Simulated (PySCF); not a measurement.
**PdNBr: a ladder of methods**

How much do the numbers for PdNBr (singlet) hang on the method? All levels run at one geometry, the PBE0 minimum.

The runs use PySCF 2.14.0; several methods, basis Pd def2-SVP with ECP28, N def2-SVP, Br def2-SVP, scalar-relativistic core potentials, no spin–orbit coupling, density fitting.

**1. Where the work starts**

3 atoms, charge 0, spin multiplicity 1.

Bond lengths: Pd1–N2 1.678 Å, Pd1–Br3 2.329 Å. Angles: N2–Pd1–Br3 134.2°.

Z-matrix (Å, degrees; charge 0 multiplicity 1):
```
Pd
N  1 1.6777
Br 1 2.3291 2 134.18
```

**2. PBE0**

The steps are one call of a driver around PySCF; scf.py gives each level's set-up. Each SCF starts from the density of the minimum. The driver also runs the species with one electron less or more at the same geometry (one less: multiplicity 2, one more: multiplicity 2); their logs are not shown.

scf.py reads:

```python
from pyscf import gto, scf, dft
mol = gto.M(atom='''
Pd    -0.022676    -0.300294    -0.791049
N      0.041849     0.554196    -2.233406
Br     0.023014     0.304770     1.457652''',
    basis={'Pd': 'def2-SVP', 'N': 'def2-SVP', 'Br': 'def2-SVP'},
    ecp={'Pd': 'def2-SVP'},
    charge=0, spin=0)
mf = dft.RKS(mol, xc='PBE0')
mf.grids.atom_grid = (75, 302)
aux = {'Pd': 'def2-universal-JKFIT', 'N': 'def2-universal-JKFIT', 'Br': 'def2-universal-JKFIT'}
mf = mf.density_fit(auxbasis=aux)
mf.kernel()
```

**3. HF**

scf.py: that of step 2 with these lines changed.

```diff
@@ -9,2 +9 @@
-mf = dft.RKS(mol, xc='PBE0')
-mf.grids.atom_grid = (75, 302)
+mf = scf.RHF(mol)
```

**4. PBE**

scf.py: that of step 3 with these lines changed.

```diff
@@ -9 +9,2 @@
-mf = scf.RHF(mol)
+mf = dft.RKS(mol, xc='PBE')
+mf.grids.atom_grid = (75, 302)
```

(Steps that only read results are left out.)

Q: Predict the outcome of this session. Wanted: atomisation energy, range; orbital gap, range.

**Answer**, as computed:

| quantity | value |
| --- | --- |
| atomisation energy, range | -222 (HF) to 385 (PBE) kJ/mol |
| orbital gap, range | -1.23 (PBE) to 10.15 (HF) eV |

The atomisation energy spreads over 607 kJ/mol, from HF to PBE; without a CCSD(T) value for it there is no yardstick here. A negative gap means that an empty level lies below a filled one. Spin contamination is strong in at least one of the open-shell species at PBE0, HF. Without diffuse functions electron affinities tend to come out too low. A stability analysis at the minimum finds the closed shell unstable towards spin polarisation: an open-shell solution lies lower, and these values are not those of the lowest state.
